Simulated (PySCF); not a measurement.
# CH5GeNOS: a tour of settings

Aim: see how CH5GeNOS (`N[C](=O)[GeH2][SH]`) answers to the choice of functional, basis, grid and SCF options.

Programs: PySCF 2.14.0, with density-fitted response routines of our own. Each step states its level of theory. These are calculated values for one molecule in the gas phase, unless marked as measured. Atoms are numbered from 0 throughout.

**1. The starting structure**

10 atoms, charge 0, multiplicity 1; geometry from: GFN2-xTB.

Bonds of the start (Å): N0–C1 1.34, C1–O2 1.21, C1–Ge3 2.02, Ge3–S4 2.21, N0–H5 1.01, N0–H6 1.01, Ge3–H7 1.52, Ge3–H8 1.51, S4–H9 1.33.

**2. NMR shieldings: PBE0/pcSseg-1**

What the job is given:

```
{"job": {"kind": "nmr", "xc": "PBE0", "basis": "pcSseg-1"}, "charge": 0, "multiplicity": 1}
N     -1.654752     0.684324     0.047248
C     -0.908754    -0.384735    -0.265609
O     -1.256475    -1.258690    -1.022000
Ge     0.924231    -0.462821     0.587227
S      2.350190     0.782017    -0.558797
H     -2.567901     0.803866    -0.367565
H     -1.303945     1.398091     0.663826
H      0.973345     0.110754     1.993663
H      1.413873    -1.892123     0.620626
H      2.039071     0.223972    -1.721147
```

With the program's defaults for keys left out, this is: GIAO PBE0/pcSseg-1 NMR shielding, non-relativistic, gas phase.

Command:

```sh
$ OMP_NUM_THREADS=1 python probes_run.py task.json out
```

This one command runs all jobs of the session in turn.

The program printed:

```text
coarse grid: 41576 points
cycle   1  E = -2645.2888268103  dE =  2.365e-02  |g| = 1.183e+00  |ddm| = 3.022e+00
cycle   2  E = -2644.5278605683  dE =  7.610e-01  |g| = 2.224e+00  |ddm| = 2.578e+00
cycle   3  E = -2645.4325093610  dE = -9.046e-01  |g| = 4.723e-01  |ddm| = 2.208e+00
cycle   4  E = -2645.4705022977  dE = -3.799e-02  |g| = 1.241e-01  |ddm| = 3.684e-01
cycle   5  E = -2645.4725940103  dE = -2.092e-03  |g| = 3.550e-02  |ddm| = 1.103e-01
cycle   6  E = -2645.4728760736  dE = -2.821e-04  |g| = 1.071e-02  |ddm| = 3.474e-02
cycle   7  E = -2645.4728966931  dE = -2.062e-05  |g| = 2.590e-03  |ddm| = 7.491e-03
cycle   8  E = -2645.4728980833  dE = -1.390e-06  |g| = 6.663e-04  |ddm| = 2.829e-03
final grid: 85056 points
cycle   9  E = -2645.4729047420  dE =  1.526e-07  |g| = 1.164e-03  |ddm| = 1.799e-03
cycle  10  E = -2645.4729038872  dE =  8.548e-07  |g| = 2.409e-03  |ddm| = 2.595e-03
cycle  11  E = -2645.4729050267  dE = -1.140e-06  |g| = 1.890e-04  |ddm| = 1.697e-03
cycle  12  E = -2645.4729050351  dE = -8.367e-09  |g| = 2.721e-05  |ddm| = 1.585e-04
cycle  13  E = -2645.4729050352  dE = -1.437e-10  |g| = 5.273e-06  |ddm| = 2.384e-05
converged SCF energy = -2645.4729050352

GIAO shielding tensors (ppm)
atom      isotropic    diamagn.    paramagn.     s11        s22        s33       span
  0 N      140.038     323.412    -183.374     35.733    148.713    235.667    199.935
  1 C       11.052     249.232    -238.180    -74.302     18.445     89.012    163.313
  2 O     -141.731     401.627    -543.358   -486.500   -213.216    274.524    761.024
  3 Ge    1471.524    2756.313   -1284.788   1384.220   1501.214   1529.139    144.919
  4 S      777.908    1056.678    -278.770    685.475    735.701    912.548    227.073
  5 H       26.613      30.222      -3.609     20.996     23.468     35.375     14.379
  6 H       26.625      32.802      -6.177     21.757     26.242     31.877     10.120
  7 H       26.755      28.716      -1.961     20.902     21.737     37.627     16.725
  8 H       26.753      28.337      -1.585     19.889     21.942     38.426     18.537
  9 H       31.439      29.813       1.627     22.799     28.155     43.364     20.565
```

It took 43 s on 1 thread, shared host.

The references, computed at this level on geometries of the same kind, shield at (ppm): 1H TMS 31.72, 13C TMS 186.9, 15N NH3 267.7, 17O H2O 336.1, 33S CS2 504, 73Ge GeMe4 1331. Their shielding less the atom's gives the shift. The references are single molecules in the gas phase, so shifts against H2O, NH3, PH3, H3PO4 or CFCl3 are not on the usual liquid scales and can be off by tens of ppm. Atoms listed in one row are averaged.

```
 atoms                             environment  σ (ppm)  δ (ppm)
    C1                         carbonyl carbon     11.1    175.9
H5, H6      hydrogen on an amide-type nitrogen    26.62     5.10
H7, H8  hydrogen on a germanium bonded to C, S    26.75     4.96
    H9       hydrogen on a sulfur bonded to Ge    31.44     0.28
    N0                     amide-type nitrogen    140.0    127.7
    O2              amide-type carbonyl oxygen   -141.7    477.8
   Ge3           germanium bonded to C, S, 2 H     1472     -141
    S4                  sulfur bonded to Ge, H      778     -274
```

The run also stored atomic charges by several schemes (e):

```
atoms  Mulliken    IAO  Hirshfeld  ESP fit
   N0     -0.38  -0.49      -0.17    -0.95
   C1      0.18   0.24       0.09     0.61
   O2     -0.41  -0.47      -0.29    -0.50
  Ge3      0.29   0.50       0.30     0.14
   S4     -0.29  -0.30      -0.15    -0.34
```

Mayer bond orders: N0–C1 1.19, C1–O2 1.86, C1–Ge3 0.77, Ge3–S4 1.07.

**3. TDDFT and polarisability: PBE0/def2-SVPD**

The job, as its differences from that of step 2:

```diff
@@ -1,2 +1,2 @@
-{"job": {"kind": "nmr", "xc": "PBE0", "basis": "pcSseg-1"}, "charge": 0, "multiplicity": 1}
+{"job": {"kind": "uv", "xc": "PBE0", "basis": "def2-SVPD", "nstates": 6, "ntriplets": 2}, "charge": 0, "multiplicity": 1}
 N     -1.654752     0.684324     0.047248
```

Level: TDDFT PBE0/def2-SVPD, vertical, gas phase, core orbitals frozen in the response.

The program printed:

```text
coarse grid: 41576 points
cycle   1  E = -2645.0865683629  dE =  4.865e-02  |g| = 8.689e-01  |ddm| = 4.080e+00
cycle   2  E = -2644.3879859667  dE =  6.986e-01  |g| = 2.011e+00  |ddm| = 2.832e+00
cycle   3  E = -2645.2262311729  dE = -8.382e-01  |g| = 2.362e-01  |ddm| = 2.248e+00
cycle   4  E = -2645.2353137397  dE = -9.083e-03  |g| = 1.001e-01  |ddm| = 3.329e-01
cycle   5  E = -2645.2371809720  dE = -1.867e-03  |g| = 2.093e-02  |ddm| = 1.194e-01
cycle   6  E = -2645.2372839699  dE = -1.030e-04  |g| = 6.019e-03  |ddm| = 3.022e-02
cycle   7  E = -2645.2372915201  dE = -7.550e-06  |g| = 1.516e-03  |ddm| = 8.889e-03
final grid: 85056 points
cycle   8  E = -2645.2372898292  dE =  5.345e-07  |g| = 2.389e-03  |ddm| = 6.261e-03
cycle   9  E = -2645.2372869958  dE =  2.833e-06  |g| = 4.552e-03  |ddm| = 6.139e-03
cycle  10  E = -2645.2372908985  dE = -3.903e-06  |g| = 5.409e-04  |ddm| = 3.910e-03
cycle  11  E = -2645.2372909614  dE = -6.286e-08  |g| = 4.426e-05  |ddm| = 7.051e-04
cycle  12  E = -2645.2372909617  dE = -3.383e-10  |g| = 8.384e-06  |ddm| = 6.040e-05
converged SCF energy = -2645.2372909617

Static polarisability (au): isotropic 78.047, principal 70.012 73.380 90.750

Singlet excitations
state   eV       nm        f      main configurations
  1   4.7003    263.8   0.01265   H->L 0.88
  2   5.5517    223.3   0.01983   H-1->L 0.79
  3   5.8794    210.9   0.00844   H->L+1 0.85
  4   6.2802    197.4   0.02070   H->L+3 0.68, H-1->L+1 0.12
  5   6.3995    193.7   0.01351   H->L+2 0.69, H-1->L+1 0.13
  6   6.7029    185.0   0.11087   H-1->L+1 0.55, H->L+3 0.16, H-2->L 0.13

Triplet excitations (Tamm-Dancoff, eV): 4.1248 5.1167
```

It took 45 s on 1 thread, shared host.

The orbitals next to the gap, with their largest atomic shares:

```
orbital     eV                       atoms
 HOMO−3  -9.45   S4 58 %, Ge3 20 %, H8 6 %
 HOMO−2  -8.49   N0 46 %, O2 35 %, C1 11 %
 HOMO−1  -7.80  S4 49 %, O2 22 %, Ge3 12 %
   HOMO  -7.07   S4 33 %, O2 33 %, C1 11 %
   LUMO  -0.78  C1 23 %, Ge3 22 %, S4 21 %
 LUMO+1  -0.04   Ge3 27 %, S4 24 %, H6 8 %
 LUMO+2   0.45  Ge3 22 %, S4 20 %, C1 14 %
```

With each of the 6 states as a Gaussian band of 0.4 eV half-width at 1/e, the curve within the window shown has maxima at 263 nm (ε 520), 186 nm (ε 5,100) L/(mol cm). Beyond the last state computed it falls off for lack of states. The curve at chosen wavelengths:

```csv
nm,ε (L/mol/cm)
177,2646
182,4512
187,5134
192,4341
197,3054
202,2016
207,1428
212,1192
217,1121
222,1050
227,906
232,711
237,535
242,432
247,411
252,447
257,495
262,521
267,506
272,453
277,374
282,287
287,207
292,141
297,91
302,56
```

Ground-state properties from the same run:

```
           property  computed
  dipole moment (D)      3.03
polarisability (Å³)     11.57
 HOMO–LUMO gap (eV)      6.29
      −ε(HOMO) (eV)      7.07
```

**4. Excited states and response: wB97X/def2-SVP**

The job, as its differences from that of step 3:

```diff
@@ -1,2 +1,2 @@
-{"job": {"kind": "uv", "xc": "PBE0", "basis": "def2-SVPD", "nstates": 6, "ntriplets": 2}, "charge": 0, "multiplicity": 1}
+{"job": {"kind": "uv", "xc": "wB97X", "basis": "def2-SVP", "nstates": 3, "ntriplets": 2, "tda": false, "scf": {"level_shift": 0.3, "guess": "atom"}}, "charge": 0, "multiplicity": 1}
 N     -1.654752     0.684324     0.047248
```

Level: TDDFT wB97X/def2-SVP, vertical, gas phase, core orbitals frozen in the response.

The program printed:

```text
final grid: 85056 points
cycle   1  E = -2645.5786064364  dE =  1.341e+00  |g| = 9.508e-01  |ddm| = 3.235e+00
cycle   2  E = -2645.7108201277  dE = -1.322e-01  |g| = 7.246e-01  |ddm| = 1.420e+00
cycle   3  E = -2645.7933642365  dE = -8.254e-02  |g| = 1.459e-01  |ddm| = 4.026e-01
cycle   4  E = -2645.7981880601  dE = -4.824e-03  |g| = 4.032e-02  |ddm| = 1.487e-01
cycle   5  E = -2645.7987338323  dE = -5.458e-04  |g| = 1.189e-02  |ddm| = 6.496e-02
cycle   6  E = -2645.7988197265  dE = -8.589e-05  |g| = 4.972e-03  |ddm| = 2.874e-02
cycle   7  E = -2645.7988408538  dE = -2.113e-05  |g| = 2.435e-03  |ddm| = 1.509e-02
cycle   8  E = -2645.7988461952  dE = -5.341e-06  |g| = 1.281e-03  |ddm| = 7.682e-03
cycle   9  E = -2645.7988476698  dE = -1.475e-06  |g| = 5.904e-04  |ddm| = 4.070e-03
cycle  10  E = -2645.7988480545  dE = -3.847e-07  |g| = 2.484e-04  |ddm| = 2.145e-03
cycle  11  E = -2645.7988481372  dE = -8.276e-08  |g| = 1.167e-04  |ddm| = 9.919e-04
cycle  12  E = -2645.7988481560  dE = -1.875e-08  |g| = 5.688e-05  |ddm| = 4.829e-04
cycle  13  E = -2645.7988481602  dE = -4.239e-09  |g| = 2.810e-05  |ddm| = 2.309e-04
cycle  14  E = -2645.7988481612  dE = -9.863e-10  |g| = 1.267e-05  |ddm| = 1.084e-04
level shift removed, Fock matrix diagonalised once more
converged SCF energy = -2645.7988481612

Static polarisability (au): isotropic 60.514, principal 54.568 58.100 68.873

Singlet excitations
state   eV       nm        f      main configurations
  1   4.9735    249.3   0.01026   H->L 0.74, H-1->L 0.08
  2   6.2835    197.3   0.01767   H-1->L 0.58, H->L 0.12
  3   6.8631    180.7   0.00236   H->L+1 0.20, H->L+2 0.15, H-1->L+1 0.15

Triplet excitations (Tamm-Dancoff, eV): 4.4004 5.4425
```

Wall time 35 s (1 thread, shared host).

This run: HOMO -9.10 eV, LUMO 1.83 eV; lowest singlet 4.97 eV.

**5. Nuclear shieldings: PBE0/cc-pVTZ**

The job, as its differences from that of step 4:

```diff
@@ -1,2 +1,2 @@
-{"job": {"kind": "uv", "xc": "wB97X", "basis": "def2-SVP", "nstates": 3, "ntriplets": 2, "tda": false, "scf": {"level_shift": 0.3, "guess": "atom"}}, "charge": 0, "multiplicity": 1}
+{"job": {"kind": "nmr", "xc": "PBE0", "basis": "cc-pVTZ", "pop": false}, "charge": 0, "multiplicity": 1}
 N     -1.654752     0.684324     0.047248
```

Level: GIAO PBE0/cc-pVTZ NMR shielding, non-relativistic, gas phase.

The program printed:

```text
coarse grid: 41576 points
cycle   1  E = -2645.6832520844  dE =  1.072e-01  |g| = 9.373e-01  |ddm| = 5.839e+00
cycle   2  E = -2644.9263681327  dE =  7.569e-01  |g| = 2.116e+00  |ddm| = 3.414e+00
cycle   3  E = -2645.8318622702  dE = -9.055e-01  |g| = 2.785e-01  |ddm| = 2.555e+00
cycle   4  E = -2645.8447059202  dE = -1.284e-02  |g| = 1.106e-01  |ddm| = 4.350e-01
cycle   5  E = -2645.8468809287  dE = -2.175e-03  |g| = 2.782e-02  |ddm| = 1.528e-01
cycle   6  E = -2645.8470485752  dE = -1.676e-04  |g| = 8.151e-03  |ddm| = 4.346e-02
cycle   7  E = -2645.8470620107  dE = -1.344e-05  |g| = 1.994e-03  |ddm| = 1.103e-02
cycle   8  E = -2645.8470629311  dE = -9.204e-07  |g| = 5.146e-04  |ddm| = 3.298e-03
final grid: 85056 points
cycle   9  E = -2645.8470809948  dE =  2.812e-08  |g| = 7.689e-04  |ddm| = 3.080e-03
cycle  10  E = -2645.8470807098  dE =  2.850e-07  |g| = 1.436e-03  |ddm| = 2.551e-03
cycle  11  E = -2645.8470811255  dE = -4.157e-07  |g| = 2.048e-04  |ddm| = 1.673e-03
cycle  12  E = -2645.8470811344  dE = -8.891e-09  |g| = 1.934e-05  |ddm| = 2.419e-04
cycle  13  E = -2645.8470811344  dE = -6.457e-11  |g| = 5.506e-06  |ddm| = 2.691e-05
converged SCF energy = -2645.8470811344

GIAO shielding tensors (ppm)
atom      isotropic    diamagn.    paramagn.     s11        s22        s33       span
  0 N      144.980     313.072    -168.092     43.156    155.287    236.499    193.343
  1 C       13.485     244.689    -231.203    -68.841     17.607     91.691    160.532
  2 O     -120.430     400.631    -521.061   -450.949   -193.142    282.800    733.749
  3 Ge    1551.060    2755.895   -1204.835   1473.495   1574.066   1605.620    132.125
  4 S      782.052    1056.737    -274.684    697.486    741.546    907.125    209.640
  5 H       26.605      30.402      -3.797     21.113     23.778     34.925     13.812
  6 H       26.490      32.120      -5.630     21.821     26.298     31.352      9.531
  7 H       26.701      29.048      -2.346     21.000     21.683     37.421     16.421
  8 H       26.701      28.967      -2.266     19.844     22.025     38.234     18.389
  9 H       31.723      31.093       0.630     23.222     28.605     43.343     20.120
```

Run time: 77 s. Hardware: 1 thread, shared host.

In short: σ C1 13.5, N0 145.0, O2 -120.4, Ge3 1551, H5 26.55, H7 26.70 ppm (means over like atoms).

**6. Nuclear shieldings: CAM-B3LYP/STO-3G**

The job, as its differences from that of step 5:

```diff
@@ -1,2 +1,2 @@
-{"job": {"kind": "nmr", "xc": "PBE0", "basis": "cc-pVTZ", "pop": false}, "charge": 0, "multiplicity": 1}
+{"job": {"kind": "nmr", "xc": "CAM-B3LYP", "basis": "STO-3G", "pop": false, "grid": 1, "scf": {"guess": "vsap"}}, "charge": 0, "multiplicity": 1}
 N     -1.654752     0.684324     0.047248
```

With the program's defaults for keys left out, this is: GIAO CAM-B3LYP/STO-3G NMR shielding, non-relativistic, gas phase.

The program printed:

```text
final grid: 41576 points
cycle   1  E = -2615.4535545640  dE = -2.709e-01  |g| = 7.168e-01  |ddm| = 2.745e+00
cycle   2  E = -2615.2479323237  dE =  2.056e-01  |g| = 1.197e+00  |ddm| = 2.189e+00
cycle   3  E = -2615.6100014159  dE = -3.621e-01  |g| = 8.114e-02  |ddm| = 1.399e+00
cycle   4  E = -2615.6123286297  dE = -2.327e-03  |g| = 1.675e-02  |ddm| = 1.509e-01
cycle   5  E = -2615.6124259047  dE = -9.727e-05  |g| = 4.255e-03  |ddm| = 2.988e-02
cycle   6  E = -2615.6124340201  dE = -8.115e-06  |g| = 8.489e-04  |ddm| = 1.017e-02
cycle   7  E = -2615.6124345844  dE = -5.643e-07  |g| = 3.568e-04  |ddm| = 3.084e-03
cycle   8  E = -2615.6124346554  dE = -7.098e-08  |g| = 6.083e-05  |ddm| = 1.161e-03
cycle   9  E = -2615.6124346573  dE = -1.927e-09  |g| = 1.608e-05  |ddm| = 1.666e-04
cycle  10  E = -2615.6124346575  dE = -1.482e-10  |g| = 2.990e-06  |ddm| = 4.769e-05
converged SCF energy = -2615.6124346575

GIAO shielding tensors (ppm)
atom      isotropic    diamagn.    paramagn.     s11        s22        s33       span
  0 N      232.363     313.495     -81.131    154.615    245.068    297.407    142.792
  1 C      123.080     256.410    -133.330     32.854    166.612    169.774    136.920
  2 O     -108.168     384.372    -492.540   -623.179   -121.684    420.359   1043.538
  3 Ge    2097.974    2732.001    -634.027   2030.197   2075.582   2188.143    157.947
  4 S      965.762    1043.750     -77.988    786.641    955.343   1155.304    368.663
  5 H       28.347      29.648      -1.301     22.576     22.921     39.543     16.967
  6 H       28.565      30.856      -2.291     22.714     28.399     34.581     11.867
  7 H       30.805      32.253      -1.448     24.996     25.552     41.868     16.872
  8 H       30.798      31.937      -1.139     24.378     26.119     41.896     17.518
  9 H       35.666      33.221       2.446     26.133     33.819     47.046     20.913
```

Run time: 11 s. Hardware: 1 thread, shared host.

In short: σ C1 123.1, N0 232.4, O2 -108.2, Ge3 2098, H5 28.46, H7 30.80 ppm (means over like atoms).

**7. Side by side: NMR shifts**

Shifts (ppm), means over like atoms, with basis size and wall time:

```
             run     C1    H5    H7     H9     N0     O2  functions  time
   PBE0/pcSseg-1  175.9  5.10  4.96   0.28  127.7  477.8        141  43 s
    PBE0/cc-pVTZ  176.4  5.20  5.05   0.03  123.8  456.7        237  77 s
CAM-B3LYP/STO-3G  113.9  4.67  2.32  -2.54   64.4  452.0         47  11 s
```

**8. Comparing the runs: electronic excitations**

Excitations and ground-state properties, with basis size and wall time:

```
           run  lowest singlet (eV)  brightest (eV)      f  gap (eV)  α (Å³)  μ (D)  functions  time
PBE0/def2-SVPD                 4.70            6.70  0.111      6.29   11.57   3.03        168  45 s
wB97X/def2-SVP                 4.97            6.28  0.018     10.94    8.97   2.88        117  35 s
```

**9. Outcome**

```
                                                              quantity                                            value
                                13C shifts against TMS (PBE0/pcSseg-1)                                        175.9 ppm
1H shifts against TMS (PBE0/pcSseg-1, means over atoms taken as alike)                             5.10, 4.96, 0.28 ppm
                                15N shifts against NH3 (PBE0/pcSseg-1)                                        127.7 ppm
                                17O shifts against H2O (PBE0/pcSseg-1)                                        477.8 ppm
                             73Ge shifts against GeMe4 (PBE0/pcSseg-1)                                         -141 ppm
                                33S shifts against CS2 (PBE0/pcSseg-1)                                         -274 ppm
                                       lowest singlet (PBE0/def2-SVPD)                      4.70 eV (264 nm), f = 0.013
                              brightest single state of those computed                      state 6, 6.70 eV, f = 0.111
                                                        lowest triplet                                          4.12 eV
                                              range of the shift of N0                                64.4 to 127.7 ppm
                                           range of the lowest singlet                                  4.70 to 4.97 eV
                                         property runs in this session  5, of which 0 failed and 1 gave unsound results
```

What this shows: Single values in the summary come from the first run of each kind that ended normally (PBE0/pcSseg-1; PBE0/def2-SVPD), which need not be the best level. At PBE0/pcSseg-1: The largest span, 761 ppm, is at O2, where the paramagnetic term is -543 ppm. The first singlet state (HOMO→LUMO 0.88) lies at 4.70 eV and is weak; of the 6 states computed, the strongest absorption comes from state 6 at 6.70 eV (the last computed, so partners may be missing). The lowest triplet lies 0.58 eV below the lowest singlet (triplets in Tamm-Dancoff, singlets in full TDDFT). Among the atoms with a shift in every run: Across the 3 runs the shift of N0 moves most, between 64.4 (CAM-B3LYP/STO-3G) and 127.7 ppm (PBE0/pcSseg-1). A minimal basis is unusable for shieldings, so that end is no result. The lowest singlet runs from 4.70 eV (PBE0/def2-SVPD) to 4.97 eV (wB97X/def2-SVP), while the orbital gap spans 6.29 to 10.94 eV. The lowest state need not be the same one in every run. The runs solved for a few states only, so the brightest column depends on that window. Spin-orbit coupling is left out, which matters for shieldings and couplings at and beside the heavy atoms.
